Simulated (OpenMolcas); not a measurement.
# Lu⁺: CASSCF and CASPT2 terms and fine-structure levels

Wanted: the level scheme of Lu⁺ from active-space wave functions, then second-order correlation under several settings.

Method: state-averaged CASSCF and CASPT2, spin-orbit coupling by RASSI with atomic mean-field integrals. Code: OpenMolcas 26.06.

## (1) Starting point

* Species: Lu⁺ (lutetium, Z = 71, 70 electrons)
* Basis: ANO-R2 [8s6p5d3f1g], 81 functions
* Scalar Hamiltonian: X2C, finite nucleus
* Inactive shells: 1s 2s 2p 3s 3p 3d 4s 4p 4d 4f 5s 5p
* Active space: 2 electrons in 5 orbitals (5d)
* Some configurations of this space: 5d²
* Orbitals: optimised for the highest spin of each parity, averaged over all roots

Outer shells as boxes (Hund's rule):

5d2
```
5d [↑ ][↑ ][  ][  ][  ]
```

The work runs as a chain of OpenMolcas steps in one folder; each step below is one input file. Labels, J, g values, rates, χT and fits are worked out afterwards by a script from the matrices that RASSI stores.

## (2) Basis and integrals

a.inp reads:

```
&GATEWAY
Coord
1

Lu 0.0 0.0 0.0
Basis=ANO-R2
Group=XYZ
NoMove
AngMom=0.0 0.0 0.0
AMFI
&SEWARD
```

Run with:

```sh
$ OMP_NUM_THREADS=1 MOLCAS_MEM=2252 MOLCAS_PROJECT=a pymolcas a.inp > a.log
```

## (3) Reference wave functions, triplets of even parity, 10 roots

a.inp reads:

```
&RASSCF
FileOrb=start.orb
Symmetry=1
Spin=3
nActEl=2 0 0
Inactive=15 19
Ras2=5 0
CIRoot=10 10 1
SDav=10
CIMx=300
Iter=120 100
PrWF=0.3
OrbListing=Nothing
MaxOrb=0
Atom
>>> COPY $Project.JobIph JOB001
```

start.orb holds the contracted functions of the basis, ordered by shell, or the orbitals of the step before.

## (4) CASSCF: singlets of even parity, 15 roots

a.inp reads:

```
&RASSCF
FileOrb=start.orb
Symmetry=1
Spin=1
nActEl=2 0 0
Inactive=15 19
Ras2=5 0
CIRoot=15 15 1
SDav=15
CIMx=300
Iter=120 100
PrWF=0.3
OrbListing=Nothing
MaxOrb=0
Atom
CIOnly
>>> COPY $Project.JobIph JOB002
```

## (5) RASSI: spin-orbit coupling between the states

a.inp reads:

```
&RASSI
NrOfJobIphs=2 10 15
1 2 3 4 5 6 7 8 9 10
1 2 3 4 5 6 7 8 9 10 11 12 13 14 15
IphNames
JOB001
JOB002
EJob
SpinOrbit
DIPRint=1.0
SOCoupling=1000.0
Subsets=2
MEES
Property=10
'ANGMOM' 1 'ANGMOM' 2 'ANGMOM' 3 'MLTPL  1' 1 'MLTPL  1' 2 'MLTPL  1' 3
'AMFI' 1 'AMFI' 2 'AMFI' 3 'MLTPL  2' 6
SOProperty=3
'ANGMOM' 1 'ANGMOM' 2 'ANGMOM' 3
```

## (6) CASPT2: IPEA 0.4, real shift 0.4 (closed shells correlated: 4f 5s 5p)

a.inp reads:

```
>>> COPY JOB001 $Project.JobIph
&CASPT2
Multistate=10 1 2 3 4 5 6 7 8 9 10
Frozen=14 9
IPEA=0.4
Shift=0.4
MaxIter=60
WThr=0.0 0.3 0.05
PrWF=0.5
NoMix
>>> COPY JOB002 $Project.JobIph
&CASPT2
Multistate=15 1 2 3 4 5 6 7 8 9 10 11 12 13 14 15
Frozen=14 9
IPEA=0.4
Shift=0.4
MaxIter=60
WThr=0.0 0.3 0.05
PrWF=0.5
NoMix
```

## (7) CASPT2: IPEA 0.2 (closed shells correlated: 5s 5p), extended multistate

a.inp reads:

```
>>> COPY JOB001 $Project.JobIph
&CASPT2
XMultistate=10 1 2 3 4 5 6 7 8 9 10
Frozen=14 16
IPEA=0.2
MaxIter=60
WThr=0.0 0.3 0.05
PrWF=0.5
NoMix
>>> COPY JOB002 $Project.JobIph
&CASPT2
XMultistate=15 1 2 3 4 5 6 7 8 9 10 11 12 13 14 15
Frozen=14 16
IPEA=0.2
MaxIter=60
WThr=0.0 0.3 0.05
PrWF=0.5
NoMix
```

## (8) CASPT2: IPEA 0.4, sigma2 regulariser 0.1 (closed shells correlated: 5s 5p)

a.inp reads:

```
>>> COPY JOB001 $Project.JobIph
&CASPT2
Multistate=10 1 2 3 4 5 6 7 8 9 10
Frozen=14 16
IPEA=0.4
Sig2=0.1
MaxIter=60
WThr=0.0 0.3 0.05
PrWF=0.5
NoMix
>>> COPY JOB002 $Project.JobIph
&CASPT2
Multistate=15 1 2 3 4 5 6 7 8 9 10 11 12 13 14 15
Frozen=14 16
IPEA=0.4
Sig2=0.1
MaxIter=60
WThr=0.0 0.3 0.05
PrWF=0.5
NoMix
```

(Steps that only read results are left out.)

What does the calculation give? Wanted: lowest level; first excited level; lowest level of another term; spin-orbit lowering of the lowest level; strongest of the lines computed, by gA.

The runs gave:

| quantity | value |
| --- | --- |
| method | SS-CASPT2, IPEA 0.4, real shift 0.4 (closed shells correlated: 4f 5s 5p) |
| lowest level | 5d² ³F₂, 92 % of that term, g = 0.693 |
| ground level listed by NIST | 1S0 |
| first excited level | 5d² ³F₃ at 1815 cm⁻¹ |
| lowest level of another term | 5d² ¹D₂ at 5170 cm⁻¹ |
| spin-orbit lowering of the lowest level | 2281 cm⁻¹ |
| strongest of the lines computed, by gA (one parity, so forbidden lines), at XMS-CASPT2 energies | 5d² ¹G₄ → 5d² ³F₃, 1162 nm, A = 2.43e-01 s⁻¹ |

What each method costs and misses:

```csv
method,time of its own steps,time with the reference,mean absolute difference from method B (cm-1)
A. CASSCF,4.7 s,4.7 s,1500
"B. SS-CASPT2, IPEA 0.4, real shift 0.4, +4f 5s 5p",6 s,11 s,0
"C. XMS-CASPT2, IPEA 0.2, +5s 5p",2.5 s,7.2 s,690
"D. SS-CASPT2, IPEA 0.4, sigma2 regulariser 0.1, +5s 5p",4.3 s,8.9 s,420
```

Times are of one thread on a shared host.

What this shows: The multiplet ³F is regular; its intervals divided by the larger J differ by 33 % of their mean, where Landé's rule for pure LS coupling makes them equal. Second-order correlation (method B) scales the levels of the lowest configuration above 5000 cm⁻¹ by 0.70 to 0.92. Only the configurations of the active space and the roots asked for are present. The singlets rest on orbitals optimised for another spin in at least one step, which raises them against the optimised states. CASPT2 does not keep the components of a term degenerate, and the means are used. The free ion's ground configuration, as NIST lists it, lies outside this active space, so the lowest level here need not be the ground level. Only valence configurations of the active space appear, up to the ionisation limit; * or ° marks odd parity.
